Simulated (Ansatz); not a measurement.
A nudged elastic band was laid between two geometries of a periodic cell of 17 atoms, LiSi16 (host Si, host structure diamond, interstitial Li).

All numbers below come from Ansatz 0.2.0, DFT LDA, scalar-relativistic, plane waves, PAW. Settings: cutoff 420 eV, k mesh 2x2x2, gaussian smearing 0.05 eV, spin collinear.

| Quantity | Value |
| --- | --- |
| movable images | 3 |
| climbing image | yes |
| spring | 5.0 eV/Å² |
| optimiser | quadratic models (default) |
| start path | IDPP |
| force threshold | 0.05 eV/Å |
| iteration limit | 80 |
| end points | relaxed |

Image 0:

```xyz
17
Lattice="0.0000 5.4300 5.4300 5.4300 0.0000 5.4300 5.4300 5.4300 0.0000" Properties=species:S:1:pos:R:3
Si 0.010 0.007 -0.011
Si 1.397 1.394 1.335
Si 2.783 2.780 -0.011
Si 4.111 4.108 1.318
Si 2.767 0.025 2.662
Si 4.094 1.394 4.032
Si 5.440 2.780 2.646
Si 6.828 4.126 4.031
Si 0.028 2.764 2.662
Si 1.397 4.091 4.032
Si 2.783 5.437 2.646
Si 4.129 6.825 4.031
Si 2.767 2.764 5.401
Si 4.114 4.111 6.745
Si 5.461 5.458 5.398
Si 6.828 6.825 6.730
Li 6.825 6.822 9.463
```

Image 4:

```xyz
17
Lattice="0.0000 5.4300 5.4300 5.4300 0.0000 5.4300 5.4300 5.4300 0.0000" Properties=species:S:1:pos:R:3
Si 0.037 0.042 0.056
Si 1.406 1.410 1.385
Si 2.751 2.756 0.038
Si 4.097 4.102 1.384
Si 2.735 0.041 2.754
Si 4.079 1.428 4.140
Si 5.467 2.774 2.754
Si 6.835 4.103 4.123
Si 0.036 2.739 2.753
Si 1.423 4.084 4.140
Si 2.769 5.472 2.754
Si 4.098 6.840 4.123
Si 2.751 2.756 5.469
Si 4.079 4.084 6.797
Si 5.466 5.471 5.452
Si 6.852 6.858 6.797
Li 5.464 5.469 8.181
```

(1) Which bonds break or form, and what moves?

(2) Give the energies along the band, and the barrier.

(3) What is the geometry of the highest image?

The band took 4 iterations and about 4 core-minutes.

Results:

(1) Contacts lost: Si2–Li17, Si3–Li17, Si8–Li17, Si12–Li17. Contacts made: Si5–Li17, Si9–Li17, Si14–Li17, Si15–Li17. The atom that moves furthest is Li17, by 2.31 Å; four of its nearest neighbours are Si1 2.40, Si11 2.40, Si7 2.40, Si3 2.40 Å at the first end and Si14 2.40, Si6 2.40, Si16 2.40, Si10 2.40 Å at the last.

(2) The run converged. The highest image is number 2 of 0 to 4, 0.48 eV above the ends, which have the same energy within 2 meV. By the program's own check the climbing image is of a kind that is not told: the force calls were inconclusive, a negative curvature could not be distinguished from the path's own, the only one lies far off the path, or fixed occupations may fill a level only in part (lowest curvatures found: -1.77 and 0.92 eV/Å²). Limits of this set-up: coarse k mesh, a small cell, in which the defect meets its images.

```
image  path coordinate (Å)  energy (eV)  Si2–Li17 (Å)  Si3–Li17 (Å)  Si8–Li17 (Å)
    0                 0.00         0.00          2.73          2.40          2.73
    1                 0.62         0.22          3.08          2.79          3.07
    2                 1.23         0.48          3.52          3.39          3.52
    3                 1.85         0.22          4.02          4.04          4.02
    4                 2.47         0.00          4.50          4.70          4.50
```

(3) 
```xyz
17
Lattice="0.0000 5.4300 5.4300 5.4300 0.0000 5.4300 5.4300 5.4300 0.0000" Properties=species:S:1:pos:R:3
Si -0.013 -0.012 0.064
Si 1.370 1.371 1.362
Si 2.675 2.675 -0.079
Si 4.020 4.020 1.263
Si 2.747 0.064 2.740
Si 4.045 1.446 4.122
Si 5.415 2.820 2.665
Si 6.799 4.117 4.047
Si 0.062 2.748 2.740
Si 1.444 4.046 4.123
Si 2.819 5.415 2.663
Si 4.115 6.800 4.047
Si 2.846 2.847 5.518
Si 4.189 4.190 6.865
Si 5.494 5.496 5.425
Si 6.878 6.880 6.720
Li 6.149 6.149 8.820
```

Run time: 2.2 min on 2 threads of Intel(R) Xeon(R) Platinum 8259CL CPU @ 2.50GHz (Skylake/Cascade Lake) (shared host), peak memory 1.3 GiB.
